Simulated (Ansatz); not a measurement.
This script for Ansatz's Python interface starts 4 runs on H6MgNSi2, SMILES [Mg][N]([SiH3])[SiH3]. What input does the engine get in each?

`disp.py`
```python
import ansatz as az

geometry_ang = [
    ('Mg', [-2.4386, -0.1925, -0.477]),
    ('N', [-0.4461, -0.4919, -0.6782]),
    ('Si', [0.2977, 1.1148, -0.8947]),
    ('Si', [0.1881, -1.1484, 0.8835]),
    ('H', [-0.1275, 1.7093, -2.1578]),
    ('H', [-0.0438, 2.0096, 0.2355]),
    ('H', [1.8196, 0.9614, -0.9214]),
    ('H', [-0.4892, -2.4457, 1.1047]),
    ('H', [-0.2533, -0.2311, 2.0231]),
    ('H', [1.5762, -1.3366, 0.8853]),
]
geometry = az.Crystal.molecule()
for symbol, xyz in geometry_ang:
    geometry = geometry.atom(symbol, xyz)

calculation = (
    geometry.calculation()
    .basis(gaussian='def2-SVP')
    .spin('collinear', total=1)
)
for name in ['pbe0', 'b3lyp']:
    for correction in ('d3bj', 'd4'):
        summary = calculation.functional(name, dispersion=correction).run(threads=1, backend='cpu').report
        print(f'{name:8s} {correction:5s} total {summary["free_energy_ev"]:.5f} eV, of which dispersion {1000 * summary["dispersion"]["energy"]["ev"]:.2f} meV')
```

Run 1:
```yaml
crystal:
  periodic: [false, false, false]
  atoms:
    - { symbol: Mg, position_ang: [-2.4386, -0.1925, -0.477] }
    - { symbol: "N", position_ang: [-0.4461, -0.4919, -0.6782] }
    - { symbol: Si, position_ang: [0.2977, 1.1148, -0.8947] }
    - { symbol: Si, position_ang: [0.1881, -1.1484, 0.8835] }
    - { symbol: H, position_ang: [-0.1275, 1.7093, -2.1578] }
    - { symbol: H, position_ang: [-0.0438, 2.0096, 0.2355] }
    - { symbol: H, position_ang: [1.8196, 0.9614, -0.9214] }
    - { symbol: H, position_ang: [-0.4892, -2.4457, 1.1047] }
    - { symbol: H, position_ang: [-0.2533, -0.2311, 2.0231] }
    - { symbol: H, position_ang: [1.5762, -1.3366, 0.8853] }
basis:
  gaussian:
    orbitals: def2-SVP
hamiltonian:
  xc: pbe0
  dispersion: d3bj
magnetization:
  spin_polarized: true
  initial_magnetization: 1.0
```

Run 2, against run 1:
```diff
-  dispersion: d3bj
+  dispersion: d4
```

Run 3, against run 1:
```diff
-  xc: pbe0
+  xc: b3lyp
```

Run 4, against run 1:
```diff
-  xc: pbe0
-  dispersion: d3bj
+  xc: b3lyp
+  dispersion: d4
```

```console
$ python disp.py
pbe0     d3bj  total -22768.22763 eV, of which dispersion -244.70 meV
pbe0     d4    total -22768.21401 eV, of which dispersion -231.08 meV
b3lyp    d3bj  total -22781.65731 eV, of which dispersion -507.47 meV
b3lyp    d4    total -22781.59461 eV, of which dispersion -444.76 meV
```

Total energies depend on the basis set; only differences at equal settings carry meaning. The geometry is a force-field or estimated start, not a minimum of this method, and the basis set is short of its limit. D4 holds the three-body term, and d3bj doesn't. The species is open-shell (spin multiplicity 2). b3lyp holds the VWN-RPA fit, as in Gaussian; the form of ORCA and Turbomole is b3lyp5. The whole script took 31 s on 1 thread of Arm Neoverse V2 (shared host), peak memory 0.34 GiB.

(Lines on the test bed's own set-up are left out of the output.)
